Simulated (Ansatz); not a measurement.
# Ge₂H₄S₂: a ladder of functionals and wavefunction methods

One table from this session's results is given with a row withheld; the runs are named, their logs left out.

Program: Ansatz 0.2.0, Gaussian basis. Level of theory: functionals in def2-TZVPP, the program's frozen cores in correlated methods. These are calculated values, not measurements.

The runs, in order: LDA (SPW92), PBE-D4, revPBE-D4, BLYP-D4, r2SCAN-D4, B97M-V, PBE0-D4, B3LYP-D4, r2SCANh-D4, r2SCAN0-D4, HSE06-D4, BHLYP-D4, CAM-B3LYP-D4, LC-ωPBE, ωB97X-V, ωB97M-V, B2PLYP, PBE-QIDH; CCSD(T)/def2-SVP; CCSD(T)/def2-TZVPP; MP2/def2-QZVPP; extrapolation to the limit; RPA on PBE.

## The geometry

The geometry comes from an earlier relaxation with PBE0-D4 in a triple-zeta def2 set; it is a stationary point, not always the lowest conformer.

SMILES `[S]1[GeH2][S][GeH2]1`, 8 atoms, charge 0, spin multiplicity 1.

Atoms are counted from 1 here; the program's logs count them from 0.

Bond lengths: S1–Ge2 2.232 Å, S1–Ge4 2.232 Å, Ge2–S3 2.232 Å, Ge2–H5 1.537 Å, Ge2–H6 1.537 Å, S3–Ge4 2.232 Å, Ge4–H7 1.537 Å, Ge4–H8 1.537 Å. Angles: Ge2–S1–Ge4 82.5°, S1–Ge2–S3 97.5°, S1–Ge2–H5 112.0°, S1–Ge2–H6 112.0°, S3–Ge2–H5 112.0°, S3–Ge2–H6 112.0°, H5–Ge2–H6 110.9°, Ge2–S3–Ge4 82.5°, S1–Ge4–S3 97.5°, S1–Ge4–H7 112.0°, S1–Ge4–H8 112.0°, S3–Ge4–H7 112.0°, S3–Ge4–H8 112.0°, H7–Ge4–H8 110.9°.

The first run:

The input, in.yaml:

```yaml
crystal:
  periodic: [false, false, false]
  atoms:
    - {symbol: S, position_ang: [-0.527835, -0.481035, 1.509304]}
    - {symbol: Ge, position_ang: [0.414963, 1.297352, 0.544235]}
    - {symbol: S, position_ang: [0.547732, 0.468006, -1.523970]}
    - {symbol: Ge, position_ang: [-0.392222, -1.311538, -0.558250]}
    - {symbol: H, position_ang: [1.802711, 1.602107, 1.131662]}
    - {symbol: H, position_ang: [-0.492899, 2.536365, 0.609970]}
    - {symbol: H, position_ang: [0.518489, -2.548583, -0.622356]}
    - {symbol: H, position_ang: [-1.778839, -1.619875, -1.146393]}
basis:
  gaussian: {orbitals: def2-TZVPP}
hamiltonian: {xc: lda}
output: {orbitals: {seedname: orbitals}}
```

Launch:

```sh
ansatz run in.yaml --threads 4 --pin off --events-out ev --progress --plain --max-ram 10444MiB
```

Steps of the session up to this table: LDA; PBE-D4 (GGA); revPBE-D4 (GGA); BLYP-D4 (GGA); r2SCAN-D4 (meta-GGA); B97M-V (meta-GGA); PBE0-D4 (hybrid); B3LYP-D4 (hybrid); r2SCANh-D4 (hybrid); r2SCAN0-D4 (hybrid); HSE06-D4 (hybrid); BHLYP-D4 (hybrid); CAM-B3LYP-D4 (range-separated); LC-ωPBE (range-separated); ωB97X-V (range-separated); ωB97M-V (range-separated); B2PLYP (double hybrid); PBE-QIDH (double hybrid).

One table of the session follows, with a row left open; its other results are not shown here.

It belongs to the step «Frontier levels by functional». 

| functional | HOMO (eV) | gap (eV) |
| --- | --- | --- |
| LDA (SPW92) | -6.23 | 3.95 |
| PBE-D4 | -6.17 | 4.14 |
| revPBE-D4 | -6.13 | 4.20 |
| BLYP-D4 | -6.00 | 4.06 |
| r2SCAN-D4 | -6.45 | 4.64 |
| B97M-V | -6.58 | 4.77 |
| PBE0-D4 | -7.36 | 6.23 |
| B3LYP-D4 | -7.12 | 5.73 |
| r2SCANh-D4 | -6.89 | 5.40 |
| r2SCAN0-D4 | -7.54 | 6.53 |
| HSE06-D4 | -6.97 | 5.46 |
| BHLYP-D4 | -8.42 | 8.23 |
| CAM-B3LYP-D4 | ? | ? |
| LC-ωPBE | -9.99 | 11.02 |
| ωB97X-V | -9.66 | 10.60 |
| ωB97M-V | -9.48 | 10.25 |

Q: Estimate the row for CAM-B3LYP-D4 from the others.

As computed: HOMO (eV): -8.62; gap (eV): 8.50. In the column «HOMO (eV)» it lies between ωB97M-V (-9.48) and BHLYP-D4 (-8.42).
